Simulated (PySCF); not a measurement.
# [Yb(H2O)3]3+: other functionals and bases at one geometry

One table from this session's results is given with a row withheld; the runs are named, their logs left out.

Method: several levels, as the steps say, no spin–orbit coupling; program: PySCF 2.14.0.

1 further run of the same task is left out (for a known fault of the program).

## Starting geometry

10 atoms, charge 3, spin multiplicity 1.

Bond lengths: Yb1–O2 2.196 Å, Yb1–O5 2.196 Å, Yb1–O8 2.196 Å, O2–H3 0.990 Å, O2–H4 0.990 Å, O5–H6 0.990 Å, O5–H7 0.990 Å, O8–H9 0.990 Å, O8–H10 0.990 Å. Angles: O2–Yb1–O5 120.0°, O2–Yb1–O8 120.0°, O5–Yb1–O8 120.0°, Yb1–O2–H3 128.6°, Yb1–O2–H4 128.6°, H3–O2–H4 102.8°, Yb1–O5–H6 128.6°, Yb1–O5–H7 128.6°, H6–O5–H7 102.8°, Yb1–O8–H9 128.6°, Yb1–O8–H10 128.6°, H9–O8–H10 102.8°.

Coordinates:

```
Yb    0.0000    0.0000    0.0000
O     2.1960    0.0000    0.0000
H     2.8133   -0.7280    0.2612
H     2.8133    0.7279   -0.2612
O    -1.0980    1.9018    0.0000
H    -0.7762    2.8004    0.2612
H    -2.0371    2.0724   -0.2612
O    -1.0980   -1.9018    0.0000
H    -2.0371   -2.0724    0.2612
H    -0.7762   -2.8004   -0.2612
```

Formal oxidation states: Yb +3. Each metal's 13 4f electrons lie in its core potential, so multiplicities, spins and levels count the valence alone. An earlier session relaxed this geometry at PBE0, Yb lcecp-1-SVP with ECP59, O def2-SVP, H def2-SVP (singlet, point group D3).

At PBE0 on the finer grid: E = -267.182465 Eh, HOMO -25.64 eV, LUMO -17.31 eV, Mulliken charge on Yb1 +1.93 e, largest force component 0.004 eV/Å. 

Levels to run: TPSSh; r2SCAN; PBE0, TZVP. Hardware: 2 threads of Arm Neoverse V2, shared host.

Set-up of the first run:

File run.py (the lines that set the calculation):

```python
mol = gto.M(atom='''
Yb     0.00000     0.00000     0.00000
O      2.19596    -0.00002     0.00000
H      2.81331    -0.72799     0.26118
H      2.81332     0.72795    -0.26118
O     -1.09796     1.90176     0.00000
H     -0.77620     2.80039     0.26118
H     -2.03708     2.07243    -0.26118
O     -1.09799    -1.90175     0.00000
H     -2.03711    -2.07240     0.26118
H     -0.77623    -2.80038    -0.26118''',
    basis={'Yb': 'lcecp-1-SVP', 'O': 'def2-SVP', 'H': 'def2-SVP'},
    ecp={'Yb': 'lcecp-1-SVP'},
    charge=3, spin=0)
mf = dft.RKS(mol, xc='TPSSH')
mf.grids.atom_grid = (75, 302)  # f atoms: unpruned, at least (60, 302)
mf = mf.density_fit()  # fitting sets: Yb AutoAux, O def2-universal-JKFIT, H def2-universal-JKFIT
mf.conv_tol = 1e-08; mf.max_cycle = 55
mf.kernel(dm0)  # dm0: the density of the relaxed state
```

Run with:

```bash
> OMP_NUM_THREADS=2 python run.py
```

Steps of the session up to this table: TPSSh; r2SCAN; PBE0, TZVP.

One table of the session follows, with a row left open; its other results are not shown here.

| level | HOMO (eV) | gap (eV) | charge on Yb1 (e) | largest force component (eV/Å) |
| --- | --- | --- | --- | --- |
| PBE0 (relaxed here) | -25.64 | 8.32 | 1.93 | 0.00 |
| TPSSh | ? | ? | ? | ? |
| r2SCAN | -24.20 | 6.62 | 1.92 | 0.11 |
| PBE0, TZVP | -25.62 | 8.38 | 2.19 | 0.30 |

Estimate the missing values for TPSSh.

**Answer.** HOMO (eV): -24.60; gap (eV): 7.00; charge on Yb1 (e): 1.90; largest force component (eV/Å): 0.23. In the column «HOMO (eV)» it lies between PBE0, TZVP (-25.62) and r2SCAN (-24.20).

In one basis the HOMO–LUMO gap runs from 6.62 eV (r2SCAN) to 8.32 eV (PBE0). The largest leftover force, 0.30 eV/Å with PBE0, TZVP, stands at a geometry relaxed at another level. With 4f in the core, its levels are missing from HOMO and gap, and its count is fixed, so no charge can pass from the ligands into it. Total energies of different levels can't be compared.
